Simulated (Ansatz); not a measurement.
# Na2YNi: the cost of one run

Method: reference: DFT PBE, plane waves, PAW, scalar-relativistic, no spin polarisation, in Ansatz 0.2.0.

### 1 The starting structure

Symmetry: Cmme, No. 67, orthorhombic system. The conventional cell has a = 5.486 Å, b = 5.545 Å, c = 10.052 Å, α = 90.00°, β = 90.00°, γ = 90.00°. Na (site symmetry 222) has 4 Na at 2.74 to 2.77 Å and 4 Y at 3.06 Å as nearest neighbours. Ni (site symmetry 222) has 4 Na at 2.52 Å and 4 Ni at 2.74 to 2.77 Å as nearest neighbours. Around Y (site symmetry mm2) lie 8 Na at 2.95 to 3.06 Å and 4 Ni at 3.31 Å. Na (site symmetry mm2) is surrounded by 4 Ni at 2.52 Å.

As a file:

```
CELL_PARAMETERS angstrom
2.74279 2.77239 0.00000
2.74279 -2.77239 0.00000
0.00000 0.00000 -10.05213
ATOMIC_POSITIONS crystal
Na 0.25000 0.25000 0.00000
Na 0.75000 0.75000 0.00000
Ni 0.25000 0.25000 0.50000
Ni 0.75000 0.75000 0.50000
Y 0.25000 0.75000 0.76584
Y 0.75000 0.25000 0.23416
Na 0.25000 0.75000 0.34140
Na 0.75000 0.25000 0.65860
```

### 2 Reference

The input, input.yaml:

```yaml
crystal:
  lattice:
    - [2.742785, 2.772395, 0.0]
    - [2.742785, -2.772395, 0.0]
    - [0.0, 0.0, -10.05213]
  atoms:
    - { symbol: Na, position: [0.25, 0.25, 0.0] }
    - { symbol: Na, position: [0.75, 0.75, 0.0] }
    - { symbol: Ni, position: [0.25, 0.25, 0.5] }
    - { symbol: Ni, position: [0.75, 0.75, 0.5] }
    - { symbol: "Y", position: [0.25, 0.75, 0.76584] }
    - { symbol: "Y", position: [0.75, 0.25, 0.23416] }
    - { symbol: Na, position: [0.25, 0.75, 0.3414] }
    - { symbol: Na, position: [0.75, 0.25, 0.6586] }
  symmetry: { tolerance: 0.0003 }
kpoints:
  mp_grid: { grid: [5, 5, 2], shift: [0, 0, 0] }
magnetization:
  spin_polarized: false
scf:
  occupations: { method: gaussian, width: 0.1652 }
hamiltonian:
  pseudopotentials: { kind: paw }
  xc: pbe
basis:
  ecutwfc: 420
output:
  forces: true
  stress: true
  eigenvalues: true
```

Launch:

```bash
$ ansatz run input.yaml --threads 1 --pin off --max-ram 2560MiB --backend cpu --events-out ev --progress --plain --runs-dir out
```

**Question.** How long does this run take on 1 thread of Arm Neoverse V1, shared host, and how much memory does it need?

About 9 s, with a peak of 0.45 GiB.
